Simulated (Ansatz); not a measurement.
# NiF (F-43m) in Ansatz: notebook

The runs below take NiF through relaxation of cell and atoms, with LDA.

Program: Ansatz 0.2.0. These are calculated values, not measurements. Logs are shortened: lines on timing, memory, paths and dates and some standing lists are left out, and cuts for length are marked.

### Step 1. The structure

It takes space group F-43m (No. 216, cubic). Conventional cell: a = 4.670 Å, b = 4.670 Å, c = 4.670 Å, α = 90.00°, β = 90.00°, γ = 90.00°. Around Ni (site symmetry -43m) lie 4 F at 2.02 Å. Around F (site symmetry -43m) lie 4 Ni at 2.02 Å.

The cell was built by a generator and needn't be a form met in nature.

### Step 2. Relaxation of cell and atoms, LDA, collinear spin, ferromagnetic start

input.yaml

```yaml
crystal:
  lattice:
    - [0.0, 2.33484158, 2.33484158]
    - [2.33484158, 0.0, 2.33484158]
    - [2.33484158, 2.33484158, 0.0]
  atoms:
    - { symbol: Ni, position: [0.0, 0.0, 0.0], spin: 1.0 }
    - { symbol: F, position: [0.75, 0.75, 0.75] }
hamiltonian:
  xc: lda
  pseudopotentials: { kind: paw }
magnetization:
  spin_polarized: true
kpoints:
  mp_grid: { grid: [7, 7, 7] }
scf:
  occupations: { method: fermi_dirac, width: 0.05 }
output:
  forces: true
  stress: true
  eigenvalues: true
relax:
  f_tol: 0.01
  max_steps: 40
  cell: { stress_tol: 0.05 }
```

Potentials or basis: Ansatz PAW.

The run is started by

```
ansatz run input.yaml --threads 2 --pin off --max-ram 5632MiB --backend cpu --events-out ev --progress --plain --runs-dir out
```

Output:

```text
Warning: RAYON_NUM_THREADS=2 ignored (pool sized by the plan → 2); use --threads N
Engine: ansatz 0.2.0, aarch64-unknown-linux-gnu
Pseudopotentials: kind: paw
Pseudopotential: Ni, paw, valence charge 18, recommended cutoff 420 eV (normal), Ni.paw.azcp
Pseudopotential: F, paw, valence charge 7, recommended cutoff 420 eV (normal), F.paw.azcp
Functional definition: SPW92
  exchange = slater_x
  correlation = pw_c
Crystal: 2 atoms, lattice volume = 25.457 Å³
Basis set: ecut = 420 eV, 531 PW (Γ)
Bands: 17, of which v1, the nominal top of the filled ones, is band 13 counted from 1 (12 counted from 0)
Symmetry: 24 space group operations
Space group: F-43m (ITA 216), of the structure as read, at distance tolerance 2.9e-5 Å
Magnetic group: BNS 216.74 (UNI 1576), of the structure as read, at distance tolerance 2.9e-5 Å
k-points: 20 of 343 (time reversal used)
Non-local potential: Ni, projectors of the file, l = 0: 3, l = 1: 2, l = 2: 3, l = 3: 1
Non-local potential: F, projectors of the file, l = 0: 2, l = 1: 2, l = 2: 1
PAW form: soft (Blöchl's): semilocal exchange-correlation on the pseudo side does not see the compensation charge
PAW frozen core: Ni, regenerated for the run's functional, and the local potential with it (the file was generated under x = pbe(κ = 0.804, μ = 0.2195149727645171), c = pbe(β = 0.06672455060314922))
PAW frozen core: F, regenerated for the run's functional, and the local potential with it (the file was generated under x = pbe(κ = 0.804, μ = 0.2195149727645171), c = pbe(β = 0.06672455060314922))
PAW one-centre angular grid: Ni, 590 points (default); XC on 64 Gauss nodes
PAW one-centre angular grid: F, 110 points (default); XC on 64 Gauss nodes
Initial density: superposition of atomic densities (chi_scale 0.1, normalization cell, long waves kept (reshape's long-wave potential 0.00 eV rms))
Starting moments: Σ|m| = 1 μB on 1 of 2 sites
Initial wavefunctions: pseudopotential atomic-orbital guess
Functional: x = slater, c = lda
SCF iter   1: F=—  HF=-6569.440427 eV  |F-HF|=—  |Δ(HF+E_count)|=         —  Δρ=2.94e-1 (↑2.14e-1 ↓2.94e-1)  dr2=5.22e1  dr2_m=4.10e-1  M=0.765 μB ∫|m|=0.770 μB  β_m=0.30  ethr=3.10e-3  ⟨swp⟩=5.2  Hψ=3084  notcnv=0
Mixer restart at iter 1: flushing history
preconditioner: auto → Kerker (q_TF=auto, 2.720 Å⁻¹)  [metal: Δε(μ)=0.103 eV  Ē_g=12.770 eV  σ=0.050 eV  W_gap=0.43  n_scr=14 (ndim 8)  ℏωp=30.3 eV  f_vac=0.017  D(μ)=1.70/eV (n_scr^D=14)]
spin=Collinear: Kerker preconditioning applied to the charge; magnetization (m = ρ↑ − ρ↓) channel mixes plain (no charge-response kernel on spin).
SCF iter   2: F=—  HF=-6565.317422 eV  |F-HF|=—  |Δ(HF+E_count)|=    4.12e0  Δρ=6.54e-2 (↑6.54e-2 ↓4.73e-2)  dr2=3.39e0  dr2_m=1.10e-1  M=1.084 μB ∫|m|=1.106 μB  β_m=0.33  ethr=3.10e-3  ⟨swp⟩=4.0  Hψ=2028  notcnv=0
SCF iter   3: F=—  HF=-6565.205236 eV  |F-HF|=—  |Δ(HF+E_count)|=   1.12e-1  Δρ=4.36e-2 (↑4.36e-2 ↓2.98e-2)  dr2=1.39e0  dr2_m=5.69e-2  M=1.087 μB ∫|m|=1.123 μB  β_m=0.56  ethr=3.10e-3  ⟨swp⟩=2.0  Hψ=1153  notcnv=0
SCF iter   4: F=—  HF=-6564.944303 eV  |F-HF|=—  |Δ(HF+E_count)|=   2.61e-1  Δρ=2.87e-2 (↑1.79e-2 ↓2.87e-2)  dr2=1.93e-1  dr2_m=9.85e-3  M=1.132 μB ∫|m|=1.199 μB  β_m=0.59  ethr=3.10e-3  ⟨swp⟩=2.9  Hψ=1407  notcnv=0
[... 94 lines left out ...]
basis re-selected at this cell: Δ(F+E_penalty+E_count) = +2.559e-4 eV, ΔP = -0.011 GPa vs the last step (what re-selecting the basis moved, of the pressure what is left beyond the Pulay correction that the steps carried, after the strain that the cell walked since its last selection, with what the two solves' SCF thresholds leave and, on support functions, any second-order correction that the steps lacked; it is no measure of the basis error at this ecutwfc). This SCF's stress stands 1.64e-2 GPa from its target on what of the cell is left free (relax.cell.stress_tol is 5.00e-2 GPa) and its largest allowed force component is 2.87e-16 eV/Å (relax.f_tol is 1.00e-2 eV/Å): within both
SCF converged after 8 iterations
Magnetization: 1.1525 μB (13.0762 up, 11.9238 down)
Absolute magnetization: 1.2363 μB (∫|ρ↑−ρ↓|, with the PAW one-centre terms)
Spin contamination: 0.0178 ħ² per cell (⟨S²⟩ above its minimum at these occupations)
Per-site moments (μB) at R_I (Å): [(1.0584556943941166, 0.8214888771067649), (0.08578683204955849, 0.8214888771067649)]
Free energy (F): -6564.988366 eV
Harris-Foulkes:  -6564.988366 eV  (|F-HF|=9.09e-13)
Internal energy: -6564.954536 eV  (E = F + TS)
E sigma→0 (E₀):  -6564.971451 eV
Entropy (-TS):   -0.033830 eV (-16.915 meV/atom)
Fermi energy:    9.899727 eV
--- Per-component energies (eV) ---
  E_band       = -443.526878
  E_kinetic    = 486.858787
  E_local      = -4895.264300  (includes V_loc(G=0)·N_el)
  E_nonlocal   = 731.061422
  E_hartree    = 2026.008359
  E_xc         = -158.584044
  E_vxc        = -205.231043  (∫ρ·V_xc dr)
  E_paw        = -1762.028311  (= ΣΔE_a)
  E_vpaw       = -612.970911  (= ΣTr[D̂ρ^β])
  E_aug_tail   = 0.002450  (compensation charges beyond the density's cutoff)
  E_ewald      = -2993.556271
  E_core_change = 0.547372  (= ΣΔE_core)
  E_smearing   = -0.033830  (= −TS)
  E_closure    = -0.000000  (closes the sum)
  Σ components = -6564.988366   (vs F -6564.988366, Δ=0.00e0)
--- Forces (eV/Å), atoms counted from 1 ---
  atom   1  Ni     0.00000000    -0.00000000    -0.00000000
  atom   2  F     -0.00000000     0.00000000     0.00000000
  max |Σ_I F_I| component: 1.30e-16 eV/Å
--- Stress (GPa, compression-positive) ---
       -0.016404      -0.000000      -0.000000
       -0.000000      -0.016404      -0.000000
       -0.000000      -0.000000      -0.016404
  P = ⅓ Tr σ = -0.0164 GPa (-0.164 kbar)
--- Band table (eV; the first three rows and the last of 40) ---
  k-point 0 ↑: bands = ["-92.6985", "-53.5526", "-53.5526", "-53.5526", "-15.9959", "1.9837", "1.9837", "1.9837", "7.6910", "8.2112", "8.2112", "9.1991", "9.1991", "9.1991", "22.9327", "22.9327", "22.9327"]
  k-point 1 ↑: bands = ["-92.6983", "-53.5545", "-53.5528", "-53.5528", "-15.9496", "1.7021", "2.0061", "2.0061", "8.1736", "8.1736", "8.3477", "9.0973", "9.1755", "9.1755", "20.9312", "22.9857", "22.9857"]
  k-point 2 ↑: bands = ["-92.6981", "-53.5590", "-53.5535", "-53.5535", "-15.8453", "1.2398", "2.0505", "2.0505", "8.1622", "8.1622", "8.3503", "9.0551", "9.0551", "10.4223", "17.8483", "22.8310", "22.8310"]
  k-point 19 ↓: bands = ["-91.4304", "-52.3333", "-52.3312", "-52.3282", "-15.5172", "1.5778", "1.7642", "2.2672", "8.4202", "8.8626", "9.2577", "9.6563", "9.9576", "15.5168", "16.8162", "17.6029", "20.2760"]
--- Relaxed structure (5 steps of the walk, 5 accepted, 2 SCFs on fresh bases) ---
  F+E_penalty+E_count = -6564.98836551 eV   max|allowed force component| = 2.868e-16 eV/Å   (the final SCF, on the basis selected at the relaxed cell)
  cell:  # Å, volume = 24.3204 Å³
    - [1.3029886241974362e-33, 2.299572481618784, 2.299572481618784]
    - [2.299572481618784, -2.0028763162803583e-33, 2.299572481618784]
    - [2.299572481618784, 2.299572481618784, -6.175720365805446e-34]
  atoms:
    - { symbol: Ni, position: [-9.889791992822398e-34, 7.621412248161136e-34, 1.0800580829693965e-33] }
    - { symbol: F, position: [0.7499999999999999, 0.7499999999999999, 0.7499999999999999] }
```

Wall time 9.2 s (2 threads of Arm Neoverse V2, shared host); peak memory 0.28 GiB.

Results:

```
Free energy                            : -6564.9884 eV
Relaxed volume                         : 12.16 Å³/atom
Relaxed cell                           : a = 3.252 Å, b = 3.252 Å, c = 3.252 Å, α = 60.00°, β = 60.00°, γ = 60.00°
Space group after relaxing (to 0.05 Å) : F-43m (No. 216)
Energy gained by relaxing              : 8.0 meV/atom
Ionic steps                            : 7
Pressure after relaxing                : 0.0 GPa
Band gap on the k mesh                 : none (metal or under the smearing width)
Net moment                             : 1.15 μB per cell
Absolute moment                        : 1.24 μB per cell
Site moments                           : Ni +1.06; F +0.09 μB
```

Step by step:
```
step  energy change (eV)  largest force (eV/Å)  volume (Å³)
   1              0.0000                0.0000        25.46
   2             -0.0121                0.0000        24.99
   3             -0.0201                0.0000        24.34
   4             -0.0199                0.0000        24.38
   5             -0.0158                0.0000        24.38
   6             -0.0162                0.0000        24.32
   7             -0.0159                0.0000        24.32
```

Final structure:
```
Ni F
1.0
     0.00000    2.29957    2.29957
     2.29957    0.00000    2.29957
     2.29957    2.29957    0.00000
Ni F
1 1
Direct
  0.00000 0.00000 0.00000
  0.75000 0.75000 0.75000
```

Caveat: the plane-wave basis is chosen anew once the cell has moved, so the energies of steps on either side of that aren't comparable; the pressure holds a Pulay correction of +0.8 GPa for the finite cutoff; a cell with one magnetic atom can't hold antiferromagnetic order, which such compounds often take; semilocal functionals often make such compounds metallic where correlation or magnetic order opens a gap, which also shifts bond lengths; the PAW data sets come from PBE, with cores solved anew for the run's functional, which leaves a small shift of forces and pressure. With open d or f shells a metallic result of LDA can be an artefact of self-interaction; +U or a hybrid may open a gap.

### Step 3. Relaxation of cell and atoms, LDA, collinear spin, ferromagnetic start, target pressure 2 GPa, at which the enthalpy is minimised

input.yaml: that of step 2 with these lines changed.

```diff
@@ -24,2 +24,2 @@
   max_steps: 40
-  cell: { stress_tol: 0.05 }
+  cell: { stress_tol: 0.05, p_target: 2.0 }
```

Potentials or basis: Ansatz PAW.

The run is started by

```
ansatz run input.yaml --threads 2 --pin off --max-ram 5632MiB --backend cpu --events-out ev --progress --plain --runs-dir out
```

Output:

```text
Warning: RAYON_NUM_THREADS=2 ignored (pool sized by the plan → 2); use --threads N
Engine: ansatz 0.2.0, aarch64-unknown-linux-gnu
Pseudopotentials: kind: paw
Pseudopotential: Ni, paw, valence charge 18, recommended cutoff 420 eV (normal), Ni.paw.azcp
Pseudopotential: F, paw, valence charge 7, recommended cutoff 420 eV (normal), F.paw.azcp
Functional definition: SPW92
  exchange = slater_x
  correlation = pw_c
Crystal: 2 atoms, lattice volume = 25.457 Å³
Basis set: ecut = 420 eV, 531 PW (Γ)
Bands: 17, of which v1, the nominal top of the filled ones, is band 13 counted from 1 (12 counted from 0)
Symmetry: 24 space group operations
Space group: F-43m (ITA 216), of the structure as read, at distance tolerance 2.9e-5 Å
Magnetic group: BNS 216.74 (UNI 1576), of the structure as read, at distance tolerance 2.9e-5 Å
k-points: 20 of 343 (time reversal used)
Non-local potential: Ni, projectors of the file, l = 0: 3, l = 1: 2, l = 2: 3, l = 3: 1
Non-local potential: F, projectors of the file, l = 0: 2, l = 1: 2, l = 2: 1
PAW form: soft (Blöchl's): semilocal exchange-correlation on the pseudo side does not see the compensation charge
PAW frozen core: Ni, regenerated for the run's functional, and the local potential with it (the file was generated under x = pbe(κ = 0.804, μ = 0.2195149727645171), c = pbe(β = 0.06672455060314922))
PAW frozen core: F, regenerated for the run's functional, and the local potential with it (the file was generated under x = pbe(κ = 0.804, μ = 0.2195149727645171), c = pbe(β = 0.06672455060314922))
PAW one-centre angular grid: Ni, 590 points (default); XC on 64 Gauss nodes
PAW one-centre angular grid: F, 110 points (default); XC on 64 Gauss nodes
[... 127 lines left out ...]
  E_paw        = -1761.981334  (= ΣΔE_a)
  E_vpaw       = -612.832679  (= ΣTr[D̂ρ^β])
  E_aug_tail   = 0.002752  (compensation charges beyond the density's cutoff)
  E_ewald      = -3012.043400
  E_core_change = 0.547372  (= ΣΔE_core)
  E_smearing   = -0.033233  (= −TS)
  E_closure    = 0.000000  (closes the sum)
  Σ components = -6564.985742   (vs F -6564.985742, Δ=0.00e0)
--- Forces (eV/Å), atoms counted from 1 ---
  atom   1  Ni     0.00000000    -0.00000000     0.00000000
  atom   2  F     -0.00000000    -0.00000000    -0.00000000
  max |Σ_I F_I| component: 3.70e-17 eV/Å
--- Stress (GPa, compression-positive) ---
        1.986245      -0.000000      -0.000000
       -0.000000       1.986245       0.000000
       -0.000000       0.000000       1.986245
  P = ⅓ Tr σ = 1.9862 GPa (19.862 kbar)
--- Band table (eV; the first three rows and the last of 40) ---
  k-point 0 ↑: bands = ["-92.4255", "-53.2802", "-53.2802", "-53.2802", "-15.8334", "2.1557", "2.1557", "2.1557", "7.9730", "8.4779", "8.4779", "9.5120", "9.5120", "9.5120", "23.3609", "23.3609", "23.3609"]
  k-point 1 ↑: bands = ["-92.4254", "-53.2824", "-53.2806", "-53.2806", "-15.7850", "1.8681", "2.1773", "2.1773", "8.4393", "8.4393", "8.6389", "9.4039", "9.4865", "9.4865", "21.3340", "23.4144", "23.4144"]
  k-point 2 ↑: bands = ["-92.4250", "-53.2874", "-53.2814", "-53.2814", "-15.6755", "1.3990", "2.2241", "2.2241", "8.4281", "8.4281", "8.6361", "9.3610", "9.3610", "10.7416", "18.2235", "23.2587", "23.2587"]
  k-point 19 ↓: bands = ["-91.1603", "-52.0650", "-52.0626", "-52.0593", "-15.3360", "1.7418", "1.9385", "2.4497", "8.6580", "9.1221", "9.5313", "9.9440", "10.2517", "15.8710", "17.2422", "17.9713", "20.6932"]
--- Relaxed structure (5 steps of the walk, 5 accepted, 2 SCFs on fresh bases) ---
  F+E_penalty+E_count = -6564.98574212 eV   max|allowed force component| = 3.331e-16 eV/Å   (the final SCF, on the basis selected at the relaxed cell)
  cell:  # Å, volume = 23.8754 Å³
    - [-6.937800175519424e-34, 2.2854583114341276, 2.2854583114341276]
    - [2.2854583114341276, -2.655723550141159e-33, 2.2854583114341276]
    - [2.2854583114341276, 2.2854583114341276, -2.318159760322244e-33]
  atoms:
    - { symbol: Ni, position: [-7.76103789532305e-34, 7.778222590358362e-34, 9.818905125801733e-34] }
    - { symbol: F, position: [0.7500000000000001, 0.7500000000000001, 0.7500000000000001] }
```

Run time: 9.1 s. Hardware: 2 threads of Arm Neoverse V2, shared host; peak memory 0.29 GiB.

What came out:

* Free energy: -6564.9857 eV
* Relaxed volume: 11.94 Å³/atom
* Relaxed cell: a = 3.232 Å, b = 3.232 Å, c = 3.232 Å, α = 60.00°, β = 60.00°, γ = 60.00°
* Space group after relaxing (to 0.05 Å): F-43m (No. 216)
* Energy change on relaxing (the enthalpy is what falls): -6.7 meV/atom
* Ionic steps: 7
* Pressure after relaxing: 2.0 GPa
* Band gap on the k mesh: none (metal or under the smearing width)
* Net moment: 1.15 μB per cell
* Absolute moment: 1.23 μB per cell
* Site moments: Ni +1.05; F +0.09 μB

The path:
| step | energy change (eV) | largest force (eV/Å) | volume (Å³) |
| --- | --- | --- | --- |
| 1 | 0.0000 | 0.0000 | 25.46 |
| 2 | -0.0159 | 0.0000 | 24.78 |
| 3 | -0.0186 | 0.0000 | 23.87 |
| 4 | -0.0194 | 0.0000 | 23.96 |
| 5 | -0.0143 | 0.0000 | 23.96 |
| 6 | -0.0138 | 0.0000 | 23.88 |
| 7 | -0.0133 | 0.0000 | 23.88 |

Final structure:
```
Ni F
1.0
     0.00000    2.28546    2.28546
     2.28546    0.00000    2.28546
     2.28546    2.28546    0.00000
Ni F
1 1
Direct
  0.00000 0.00000 0.00000
  0.75000 0.75000 0.75000
```

Caveat: the plane-wave basis is chosen anew once the cell has moved, so the energies of steps on either side of that aren't comparable; the pressure holds a Pulay correction of +0.8 GPa for the finite cutoff; a cell with one magnetic atom can't hold antiferromagnetic order, which such compounds often take; semilocal functionals often make such compounds metallic where correlation or magnetic order opens a gap, which also shifts bond lengths; the PAW data sets come from PBE, with cores solved anew for the run's functional, which leaves a small shift of forces and pressure.
